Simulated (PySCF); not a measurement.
# C2H9NSSi: the cost of one run

Computed with PySCF 2.14.0, with density-fitted response routines of our own, on a single molecule in the gas phase. Atoms are numbered from 0 throughout.

## 1. The starting structure

14 atoms, charge 0, multiplicity 1; geometry from: GFN2-xTB.

Bonds of the start (Å): C0–C1 1.52, C1–N2 1.44, N2–Si3 1.71, Si3–S4 2.15, C0–H5 1.09, C0–H6 1.09, C0–H7 1.09, C1–H8 1.09, C1–H9 1.10, N2–H10 1.01, Si3–H11 1.46, Si3–H12 1.46, S4–H13 1.32.

## 2. Ultraviolet spectrum: CAM-B3LYP/def2-SVPD

Job settings and geometry (Å):

```
{"job": {"kind": "uv", "xc": "CAM-B3LYP", "basis": "def2-SVPD", "nstates": 8, "ntriplets": 3}, "charge": 0, "multiplicity": 1}
C     -1.678425    -0.742426    -1.097159
C     -1.036034    -0.446659     0.252694
N      0.093298     0.442049     0.106434
Si     1.506113     0.345980     1.058767
S      2.857520     1.815446     0.262443
H     -0.945826    -1.177840    -1.772081
H     -2.503565    -1.439144    -0.975955
H     -2.059400     0.173568    -1.544072
H     -0.670056    -1.370723     0.703675
H     -1.786891    -0.019617     0.931697
H     -0.166806     1.321071    -0.318557
H      1.416511     0.706966     2.471026
H      2.082253    -0.981085     0.869804
H      2.890629     1.337096    -0.970884
```

Method: TDDFT CAM-B3LYP/def2-SVPD, vertical, gas phase, core orbitals frozen in the response.

Started as:

```console
$ OMP_NUM_THREADS=1 python probes_run.py task.json out
```

One launch serves the whole session: the jobs run in the order shown.

Q: Estimate the wall time and peak memory of this first job on 1 thread of Arm Neoverse N1, shared host.

About 49 s, with a peak of 0.77 GiB.
